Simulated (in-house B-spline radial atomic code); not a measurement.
# Cu¹⁹⁺: ionisation energy by several methods

Aim: the ionisation energy of Cu¹⁹⁺ by several methods, each as the difference of two self-consistent energies (Cu¹⁹⁺ and the next ion, [He] 2s2 2p5).

Method: non-relativistic, several functionals, spin-polarised, exact exchange averaged over the configuration; spherical all-electron atom at the radial basis limit. Code: in-house B-spline radial atomic code version 1.

**1. Starting point**

| Quantity | Value |
| --- | --- |
| element | copper (Z = 29) |
| charge | +19 |
| electrons | 10 |
| configuration | [He] 2s2 2p6 |
| nucleus | point |

Outer shells as boxes (Hund's rule):

[He] 2s2 2p6
```
[He] core
2s [↑↓]
2p [↑↓][↑↓][↑↓]
```

Where spins are not typed, each open shell is filled with up spins first.

**2. CAM-B3LYP, a range-separated hybrid**

Settings, as recorded:

```ini
Z = 29
electrons = 10.0
configuration = [He] 2s2 2p6
hamiltonian = nr
method = camb3lyp
spin_polarised = True
exact_exchange = averaged over the configuration
```

The run is started by

```sh
> python run_scf.py task.json out
```

task.json lists these runs, among others, and the program works through them in turn.

Main fields of the result record, rounded:

```text
{
  "status": "converged",
  "scf [iteration, energy, orbital gradient]": [
    [1, -1431.37898143, 2.28],
    [2, -1443.42359681, 0.323],
    [3, -1443.62077494, 0.139],
    [4, -1443.6579622, 0.0599],
    [5, -1443.66630504, 0.00845],
    [6, -1443.6664726, 3.86e-06],
    [7, -1443.6664726, 2.06e-07]
  ],
  "energy [hartree]": {"total": -1443.6664726, "kinetic": 1443.2613475, "nuclear": -3109.28716286, "coulomb": 268.172904405, "exact_exchange": -9.49606657275, "xc": -36.3174950773},
  "orbitals [hartree, bohr; up spins, the down spins are equal]": [
    ["name", "occ", "eps", "<r>", "<r^2>", "<1/r>", "r_max", "density_at_nucleus", "spin_orbit_zeta"],
    ["1s up", 1.0, -350.88362, 0.052864, 0.0037443, 28.525, 0.034877, 7517.7, "-"],
    ["2s up", 1.0, -65.144952, 0.23418, 0.06437, 6.309, 0.19804, 729.97, "-"],
    ["2p up", 3.0, -60.629938, 0.20326, 0.050305, 6.2582, 0.1578, "-", 0.50433]
  ],
  "sum_r [bohr^k]": {"-1": 107.2168, "1": 1.793635, "2": 0.4380607},
  "density_at_nucleus [bohr^-3]": 16495.33,
  "spin_density_at_nucleus [bohr^-3]": 0.0,
  "mass_velocity [hartree]": -53.28554,
  "darwin [hartree]": 40.01378,
  "radius_at_0.001 [bohr]": 0.7991,
  "radius_enclosing_fraction [bohr]": {"0.5": 0.1703, "0.9": 0.3222, "0.99": 0.4808},
  "slater [hartree]": {
    "F0(2s up,2s up)": 3.8583,
    "F0(2s up,2s down)": 3.8583,
    "F0(2s up,2p up)": 4.1016,
    "G1(2s up,2p up)": 2.3444,
    "F0(2s up,2p down)": 4.1016,
    "F0(2s down,2s down)": 3.8583,
    "F0(2s down,2p up)": 4.1016,
    "F0(2s down,2p down)": 4.1016,
    "G1(2s down,2p down)": 2.3444,
    "F0(2p up,2p up)": 4.4835,
    "F2(2p up,2p up)": 2.1296,
    "F0(2p up,2p down)": 4.4835,
    "F2(2p up,2p down)": 2.1296,
    "F0(2p down,2p down)": 4.4835,
    "F2(2p down,2p down)": 2.1296
  },
  "ionisation_energy [hartree]": 62.1104291
}
```

It took 0.1 s on 1 thread, shared host.

The run also solves the next ion with the same method; the record keeps the difference, ionisation_energy. radius_at_0.001 is where the density falls to 0.001 electrons per bohr³.

Radial density 4πr²n(r) and radial functions P(r) = rR(r):

```tsv
r (bohr)	4πr²n	2s down	2p down
0.00268	1.274	0.2373	0.0050
0.00362	2.202	0.3117	0.0090
0.00489	3.732	0.4054	0.0162
0.00661	6.172	0.5203	0.0288
0.00893	9.850	0.6547	0.0509
0.0121	15.06	0.8034	0.0893
0.0163	21.46	0.9450	0.1526
0.0221	28.31	1.0526	0.2583
0.0298	33.35	1.0704	0.4214
0.0403	34.43	0.9299	0.6657
0.0544	31.09	0.5617	0.9991
0.0736	26.99	-0.0730	1.4101
0.0995	28.03	-0.9012	1.8270
0.134	34.31	-1.6972	2.1166
0.182	36.65	-2.1614	2.1249
0.246	26.83	-2.0247	1.7616
0.332	11.65	-1.3872	1.1401
0.449	2.503	-0.6478	0.5266
0.606	0.2178	-0.1875	0.1568
0.820	0.005544	-0.0286	0.0255
```

On the record's full grid the radial density has clear maxima near r = 0.035, 0.16 bohr.

X-ray form factor of the spherical density:

```tsv
sinθ/λ (1/Å)	f (electrons)
0	10.000
0.1	9.968
0.2	9.872
0.3	9.715
0.4	9.501
0.6	8.925
0.8	8.197
1	7.379
1.4	5.701
1.8	4.240
2.5	2.544
4	1.331
6	0.906
```

**3. PBE0, a global hybrid**

The settings differ from step 2 so:

```diff
@@ -4,3 +4,3 @@
 hamiltonian = nr
-method = camb3lyp
+method = pbe0
 spin_polarised = True
```

Result record:

```text
{
  "status": "converged",
  "iterations": 7,
  "energy [hartree]": {"total": -1443.4288342, "kinetic": 1443.01497721, "nuclear": -3109.01893563, "coulomb": 268.148904494, "exact_exchange": -11.3697495812, "xc": -34.2040306937},
  "orbitals [hartree, bohr; up spins, the down spins are equal]": [
    ["name", "occ", "eps", "<r>"],
    ["1s up", 1.0, -351.15533, 0.052863],
    ["2s up", 1.0, -65.215532, 0.2341],
    ["2p up", 3.0, -60.657487, 0.20329]
  ],
  "sum_r [bohr^k]": {"-1": 107.2075, "1": 1.793659, "2": 0.4379898},
  "ionisation_energy [hartree]": 62.0986271
}
```

It took 0.18 s on 1 thread, shared host.

**4. ωB97X, a range-separated hybrid**

The settings differ from step 3 so:

```diff
@@ -4,3 +4,3 @@
 hamiltonian = nr
-method = pbe0
+method = wb97x
 spin_polarised = True
```

Result record:

```text
{
  "status": "converged",
  "iterations": 8,
  "energy [hartree]": {"total": -1444.01685956, "kinetic": 1443.74634944, "nuclear": -3109.87607773, "coulomb": 268.300334703, "exact_exchange": -8.59969865848, "xc": -37.5877673156},
  "orbitals [hartree, bohr; up spins, the down spins are equal]": [
    ["name", "occ", "eps", "<r>"],
    ["1s up", 1.0, -350.65179, 0.052858],
    ["2s up", 1.0, -65.14118, 0.23385],
    ["2p up", 3.0, -60.614602, 0.20309]
  ],
  "sum_r [bohr^k]": {"-1": 107.2371, "1": 1.791944, "2": 0.4367958},
  "ionisation_energy [hartree]": 62.1073083
}
```

Run time: 0.11 s. Hardware: 1 thread, shared host.

**5. Results**

| method | rung | total energy (hartree) | ΔSCF (eV) | −ε highest (eV) | ΔSCF less tabulated (eV) |
| --- | --- | --- | --- | --- | --- |
| PBE0 | global hybrid | -1443.4288 | 1689.79 | 1650.57 (2p up) | -0.71 |
| CAM-B3LYP | range-separated hybrid | -1443.6665 | 1690.11 | 1649.82 (2p up) | -0.39 |
| ωB97X | range-separated hybrid | -1444.0169 | 1690.03 | 1649.41 (2p up) | -0.47 |

Against the tabulated ionisation energy, 1690.5 ± 0.9 eV (semi-empirical; NIST Atomic Spectra Database), the best here is CAM-B3LYP (-0.39 eV) and the worst PBE0 (-0.71 eV, or 0.042 %). The table's own uncertainty is as large as these misses, so the order means little. These runs lack relativity altogether, which can outweigh the gaps between the methods, so the nearest may be so by luck. Open shells are averaged (over orientations, and over spins where the run is restricted), while tables refer to the lowest levels.

Cost against accuracy (CPU time on one thread of a shared host; * marks runs that also wrote radial tables):

| method | CPU time | miss (eV) |
| --- | --- | --- |
| CAM-B3LYP* | 0.1 s | -0.39 |
| ωB97X* | 0.11 s | -0.47 |
| PBE0* | 0.18 s | -0.71 |
